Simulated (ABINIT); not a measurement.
Runs of ABINIT 10.8.3 (patched build) on BiTe. The structure is cubic, space group Fm-3m (No. 225). Conventional cell: a = 6.470 Å, b = 6.470 Å, c = 6.470 Å, α = 90.00°, β = 90.00°, γ = 90.00°. Around Bi (site symmetry m-3m) lie 6 Te at 3.23 Å. Around Te (site symmetry m-3m) lie 6 Bi at 3.23 Å. 

```csv
task,level,potentials or basis,cell,k mesh,cutoff (eV),bands in the sums,broadening (eV),scissor shift (eV),tensor components,cell freedom (optcell),gap on the mesh (eV),pressure (GPa)
single point,PBEsol,PseudoDojo NC SR PBEsol v0.4.1 standard,as given,5 × 5 × 5,1088,-,-,-,-,-,none,(a)
optical spectrum,PBEsol,PseudoDojo NC SR PBEsol v0.4.1 standard,as given,"6 × 6 × 6, with 4 shifts",1088,28,0.1,0,[11],-,-,-1.7
optical spectrum,PBEsol,PseudoDojo NC SR PBEsol v0.4.1 standard,as given,"6 × 6 × 6, with 4 shifts",925,22,0.2,0,[11],-,-,-2.0
optical spectrum,PBE,PseudoDojo NC SR PBE v0.4.1 standard,as given,"6 × 6 × 6, with 4 shifts",952,22,0.2,0,[11],-,-,0.7
single point,LDA,PseudoDojo NC SR LDA v0.4.1 standard,cell relaxed,5 × 5 × 5,1088,-,-,-,-,-,none,0.0
single point,PBE,PseudoDojo NC SR PBE v0.4.1 standard,as given,5 × 5 × 5,952,-,-,-,-,-,none,(b)
single point,PBEsol,PseudoDojo NC SR PBEsol v0.4.1 standard,as given,5 × 5 × 5,925,-,-,-,-,-,none,-2.1
relaxation of cell and atoms,LDA,PseudoDojo NC SR LDA v0.4.1 standard,relaxed,5 × 5 × 5,1088,-,-,-,-,2,none,0.0
```

Alike in all rows: no spin polarisation; smearing fermi-dirac 0.05 eV.

Problem. Fill in the values left out.

Solution. (a) -1.8; (b) 0.6.

Caveats: spin-orbit coupling is left out, which moves the levels of the heavy elements; the intraband (Drude) term is left out (some runs); spectra need much finer meshes, so this one isn't converged (some runs); independent-particle spectra lack excitons (some runs); the cutoff is short for stress, so the pressure is rough (some runs).

A k mesh can miss the band edges, and the runs leave out spin-orbit coupling on Bi, Te.

A gap of «none» marks a metal or a gap under the smearing width.
